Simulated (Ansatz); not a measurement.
# MgW: further runs on the relaxed cell

An exercise on one series of results from a longer session: the logs are not shown, and one member is left open.

Program: Ansatz 0.2.0. Level of theory: DFT PBEsol, scalar-relativistic, plane waves, PAW. These are calculated values, not measurements.

2 further runs of the same task are left out: 2 set aside as unsound or not needed.

### The structure to begin with

Symmetry: Cmmm, No. 65, orthorhombic system. The conventional cell has a = 3.335 Å, b = 4.241 Å, c = 4.703 Å, α = 90.00°, β = 90.00°, γ = 90.00°. Around Mg (site symmetry mmm) lie 4 Mg at 2.70 Å and 4 W at 2.88 Å. W (site symmetry mmm) is surrounded by 4 W at 2.70 Å and 4 Mg at 2.88 Å.

As a file:

```cif
data_structure
_symmetry_space_group_name_H-M 'Cmmm'
_symmetry_Int_Tables_number 65
_cell_length_a 3.3351
_cell_length_b 4.2408
_cell_length_c 4.7033
_cell_angle_alpha 90.000
_cell_angle_beta 90.000
_cell_angle_gamma 90.000
_cell_volume 66.52
loop_
_atom_site_label
_atom_site_type_symbol
_atom_site_symmetry_multiplicity
_atom_site_Wyckoff_symbol
_atom_site_fract_x
_atom_site_fract_y
_atom_site_fract_z
_atom_site_occupancy
Mg1 Mg 2 c 0.50000 0.00000 0.50000 1
W1 W 2 a 0.50000 0.50000 0.00000 1
```

This cell was relaxed beforehand with the same method: volume 16.63 Å³/atom, gap on the mesh none (metal).

The first run:

File input.yaml:

```yaml
crystal:
  lattice:
    - [4.7033166469, 0.0, 0.0144237158]
    - [0.0, 3.3350714985, 0.0]
    - [-0.0130048284, 0.0, 4.2407454547]
  atoms:
    - { symbol: Mg, position: [0.5, 0.2500002076, 0.75] }
    - { symbol: Mg, position: [0.5, 0.7499997924, 0.25] }
    - { symbol: W, position: [0.0, 0.7500072595, 0.75] }
    - { symbol: W, position: [0.0, 0.2499927405, 0.25] }
basis:
  ecutwfc: 420
kpoints:
  mp_grid: { grid: [10, 14, 10] }
  band_path:
    path:
      - [[0.0, 0.0, 0.0], [-8.0e-08, 0.0, -1.0], [-8.0e-08, -0.19076275, -1.0]]
      - [[0.0, -0.80923725, 0.0], [0.0, 0.0, 0.0], [0.5, 0.0, 0.0], [0.5, -0.80923725, 0.0]]
      - [[0.49999992, -0.19076275, -1.0], [0.49999992, 0.0, -1.0], [-8.0e-08, 0.0, -1.0]]
      - [[0.0, 0.0, 0.0], [-4.0e-08, -0.5, -0.5], [0.49999996, -0.5, -0.5], [0.5, 0.0, 0.0], [0.49999992, 0.0, -1.0]]
    npoints: 14
hamiltonian:
  xc: pbesol
scf:
  occupations: { method: gaussian, width: 0.1 }
  n_extra_bands: 10
output:
  forces: true
  stress: true
  eigenvalues: true
  populations: true
  dos: { projected: true, de: 0.02, nscf_kmesh: { grid: [15, 21, 15] } }
  bader: true
```

Started as:

```
> ansatz run input.yaml --threads 1 --pin off --max-ram 2560MiB --backend cpu --events-out ev --progress --plain --runs-dir out
```

Steps of the session up to this table: Static run: bands, density of states and charges; Volume × 0.97; The cell scaled to 1.03 of its volume; Volume × 0.94; Volume × 1.06.

One table of the session follows, with a row left open; its other results are not shown here.

It belongs to the step «Equation of state». 

| volume (Å³/atom) | energy above the lowest point (meV/atom) | pressure (GPa) |
| --- | --- | --- |
| 15.632 | 30.5 | 10.32 |
| 16.131 | 7.3 | 4.78 |
| 16.630 | 0.0 | 0.00 |
| 17.129 | ? | ? |
| 17.628 | 25.0 | -7.65 |

**Question.** Estimate the row for volume (Å³/atom) = 17.129.

Worked estimate for «energy above the lowest point (meV/atom)». A straight line through the neighbours (16.630, 0.0) and (17.628, 25.0) gives 0.0 + (25.0 − 0.0) × (17.129 − 16.630) / (17.628 − 16.630) = 12.5; a parabola fitted to 3 rows on both sides gives 5.9.

As computed: energy above the lowest point (meV/atom): 6.6; pressure (GPa): -4.12. In «energy above the lowest point (meV/atom)» the line misses by +5.9 and the parabola by -0.7.

To keep in mind: The projections leave out shells that the potentials don't hold, such as empty d states. Warnings in the runs' records: structure snapped to symmetry.
